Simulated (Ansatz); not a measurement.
# Alloy of AlN and SiC (27 of 48 Al sites, 27 of 48 N sites exchanged), 96 atoms

How does this alloy cell relax, and what gap do PBEsol and HSE06 give?

Method: density functional theory in Ansatz 0.2.0, PAW datasets, plane waves.

### Step 1. The starting cell

96 atoms (27 Si, 21 Al, 21 N, 27 C); a = 9.278 Å, b = 10.713 Å, c = 10.039 Å, α = 90.00°, β = 90.00°, γ = 90.00°. All atoms were shaken off their sites by about 0.02 Å along each axis.

Steps to follow: (2) PBEsol cell relaxation at the single k point (¼, ¼, ¼), on 7 threads of Arm Neoverse-V2; (3) HSE06 single point at the Γ point alone, on 7 threads of Arm Neoverse-V2.

### Step 2. PBEsol relaxation of the cell and the positions

File in.yaml:

```yaml
crystal:
  lattice:
    - [9.277946, 0.000000, 0.000000]
    - [0.000000, 10.713249, 0.000000]
    - [0.000000, 0.000000, 10.038783]
  atoms:
    - { symbol: Si, position: [0.168289, 0.080482, 0.251085] }
    - { symbol: Si, position: [0.165214, 0.083587, 0.744550] }
    - { symbol: Si, position: [0.001535, 0.334702, 0.245313] }
    - { symbol: Si, position: [0.999910, 0.331734, 0.749498] }
    - { symbol: Si, position: [0.163719, 0.582177, 0.248153] }
    - { symbol: Si, position: [0.166975, 0.584265, 0.751627] }
    - { symbol: Si, position: [0.000493, 0.835170, 0.747416] }
    - { symbol: Si, position: [0.833334, 0.085449, 0.250094] }
    - { symbol: Si, position: [0.831871, 0.082109, 0.748628] }
    - { symbol: Si, position: [0.667974, 0.333519, 0.250041] }
    - { symbol: Si, position: [0.666134, 0.331028, 0.750548] }
    - { symbol: Si, position: [0.497469, 0.583858, 0.748936] }
    - { symbol: Si, position: [0.333486, 0.835325, 0.745531] }
    - { symbol: Si, position: [0.832499, 0.581705, 0.247059] }
    - { symbol: Si, position: [0.666979, 0.832632, 0.749292] }
    - { symbol: Si, position: [0.000344, 0.166071, 0.498024] }
    - { symbol: Si, position: [0.331651, 0.166800, 0.500294] }
    - { symbol: Si, position: [0.169034, 0.415455, 0.500849] }
    - { symbol: Si, position: [0.002625, 0.665735, 0.999576] }
    - { symbol: Si, position: [0.665811, 0.168018, 0.502486] }
    - { symbol: Si, position: [0.501734, 0.417731, 0.000651] }
    - { symbol: Si, position: [0.332475, 0.666479, 0.500101] }
    - { symbol: Si, position: [0.333497, 0.662862, 0.003562] }
    - { symbol: Si, position: [0.164662, 0.916840, 0.499437] }
    - { symbol: Si, position: [0.165602, 0.918124, 0.003574] }
    - { symbol: Si, position: [0.827669, 0.418643, 0.496702] }
    - { symbol: Si, position: [0.834297, 0.914092, 0.995606] }
    - { symbol: Al, position: [0.500600, 0.082104, 0.251400] }
    - { symbol: Al, position: [0.500358, 0.084040, 0.748870] }
    - { symbol: Al, position: [0.331516, 0.333623, 0.248001] }
    - { symbol: Al, position: [0.331298, 0.332531, 0.749318] }
    - { symbol: Al, position: [0.998343, 0.833833, 0.251605] }
    - { symbol: Al, position: [0.503023, 0.584802, 0.247883] }
    - { symbol: Al, position: [0.334026, 0.834601, 0.249346] }
    - { symbol: Al, position: [0.833040, 0.582104, 0.749765] }
    - { symbol: Al, position: [0.670344, 0.832688, 0.249282] }
    - { symbol: Al, position: [0.998554, 0.168556, 0.999219] }
    - { symbol: Al, position: [0.330325, 0.166866, 0.001282] }
    - { symbol: Al, position: [0.165326, 0.417403, 0.999547] }
    - { symbol: Al, position: [0.998083, 0.665274, 0.499647] }
    - { symbol: Al, position: [0.666673, 0.166006, 0.998124] }
    - { symbol: Al, position: [0.501316, 0.414711, 0.498073] }
    - { symbol: Al, position: [0.833854, 0.415989, 0.999155] }
    - { symbol: Al, position: [0.669313, 0.667711, 0.498836] }
    - { symbol: Al, position: [0.667269, 0.666233, 0.997237] }
    - { symbol: Al, position: [0.499064, 0.916907, 0.499634] }
    - { symbol: Al, position: [0.496371, 0.916347, 0.999856] }
    - { symbol: Al, position: [0.832996, 0.918437, 0.496807] }
    - { symbol: N, position: [0.998700, 0.167496, 0.187003] }
    - { symbol: N, position: [0.002012, 0.166842, 0.689861] }
    - { symbol: N, position: [0.333696, 0.166255, 0.688593] }
    - { symbol: N, position: [0.999406, 0.667366, 0.189620] }
    - { symbol: N, position: [0.667457, 0.165948, 0.688115] }
    - { symbol: N, position: [0.335584, 0.665615, 0.187089] }
    - { symbol: N, position: [0.834094, 0.414303, 0.186697] }
    - { symbol: N, position: [0.831969, 0.417441, 0.687314] }
    - { symbol: N, position: [0.498333, 0.913731, 0.189284] }
    - { symbol: N, position: [0.499829, 0.917514, 0.694053] }
    - { symbol: N, position: [0.835330, 0.916899, 0.684913] }
    - { symbol: N, position: [0.166925, 0.080986, 0.440723] }
    - { symbol: N, position: [0.166181, 0.084378, 0.939304] }
    - { symbol: N, position: [0.001039, 0.331940, 0.440387] }
    - { symbol: N, position: [0.001752, 0.334081, 0.937978] }
    - { symbol: N, position: [0.334135, 0.330352, 0.439133] }
    - { symbol: N, position: [0.999993, 0.835462, 0.940238] }
    - { symbol: N, position: [0.832271, 0.085952, 0.938834] }
    - { symbol: N, position: [0.498256, 0.583626, 0.439975] }
    - { symbol: N, position: [0.330430, 0.832004, 0.939500] }
    - { symbol: N, position: [0.664555, 0.833035, 0.435315] }
    - { symbol: C, position: [0.332714, 0.169569, 0.186381] }
    - { symbol: C, position: [0.162795, 0.418094, 0.188592] }
    - { symbol: C, position: [0.168814, 0.418708, 0.687117] }
    - { symbol: C, position: [0.998916, 0.666063, 0.689895] }
    - { symbol: C, position: [0.663390, 0.169232, 0.184137] }
    - { symbol: C, position: [0.500378, 0.419585, 0.186208] }
    - { symbol: C, position: [0.502513, 0.415698, 0.688600] }
    - { symbol: C, position: [0.329477, 0.667386, 0.688793] }
    - { symbol: C, position: [0.166188, 0.915673, 0.191483] }
    - { symbol: C, position: [0.165381, 0.915245, 0.690270] }
    - { symbol: C, position: [0.663228, 0.666858, 0.190448] }
    - { symbol: C, position: [0.665475, 0.668144, 0.685845] }
    - { symbol: C, position: [0.833010, 0.914444, 0.186717] }
    - { symbol: C, position: [0.499320, 0.082020, 0.436846] }
    - { symbol: C, position: [0.498682, 0.080441, 0.938136] }
    - { symbol: C, position: [0.332776, 0.332496, 0.936780] }
    - { symbol: C, position: [0.164975, 0.581705, 0.438849] }
    - { symbol: C, position: [0.165837, 0.584183, 0.941745] }
    - { symbol: C, position: [0.000002, 0.831017, 0.439013] }
    - { symbol: C, position: [0.833303, 0.081417, 0.441840] }
    - { symbol: C, position: [0.668905, 0.330695, 0.439788] }
    - { symbol: C, position: [0.666572, 0.333010, 0.938938] }
    - { symbol: C, position: [0.505216, 0.582946, 0.937839] }
    - { symbol: C, position: [0.332827, 0.833403, 0.440927] }
    - { symbol: C, position: [0.834298, 0.582193, 0.441390] }
    - { symbol: C, position: [0.827433, 0.581005, 0.941142] }
    - { symbol: C, position: [0.665609, 0.830161, 0.939924] }
  symmetry: { detect: false }
kpoints:
  mp_grid: { grid: [1, 1, 1], shift: [0.25, 0.25, 0.25] }
hamiltonian:
  xc: pbesol
scf:
  occupations: { method: fermi_dirac, width: 0.01 }
relax:
  f_tol: 0.03
  max_steps: 80
  escape_saddle: false
  adjacent_minimum: "off"
  cell: { fix: [alpha, beta, gamma] }
output:
  forces: true
  eigenvalues: true
  populations: true
```

The run is started by

```bash
> ansatz run in.yaml --threads 7 --pin off --max-ram 13300MiB --runs-dir r --events-out ev --progress --plain
```

The runs that follow: Single point with HSE06.

Before running it: what results should come out? Wanted: for each run, top filled to lowest empty.

The runs gave:

```
             level                     time   k points  top filled to lowest empty (eV)
PBEsol, relaxation     90 s (7 CPU threads)  (¼, ¼, ¼)                             2.37
             HSE06  3.8 min (7 CPU threads)          Γ                             3.30
```

```
     quantity                                                                        value
   relaxation                                            7 recorded steps, 12.63 eV gained
largest shift                                                                 0.24 Å (C83)
 relaxed cell  a = 9.324 Å, b = 10.759 Å, c = 10.055 Å, α = 90.00°, β = 90.00°, γ = 90.00°
   mean bonds                             Al–C 1.956, Al–N 1.971, C–Si 1.839, N–Si 1.868 Å
```

**In words.** The relaxation lowers the energy by 12.63 eV; the largest shift is 0.24 Å (C83), while the volume changes by +1.1 %. The mean lengths of the listed bonds run from C–Si 1.84 Å to Al–N 1.97 Å. Rows on different k points differ by sampling as well as by level. With one k point the spacing samples only the states that fold onto it, so it can exceed the gap over the zone.
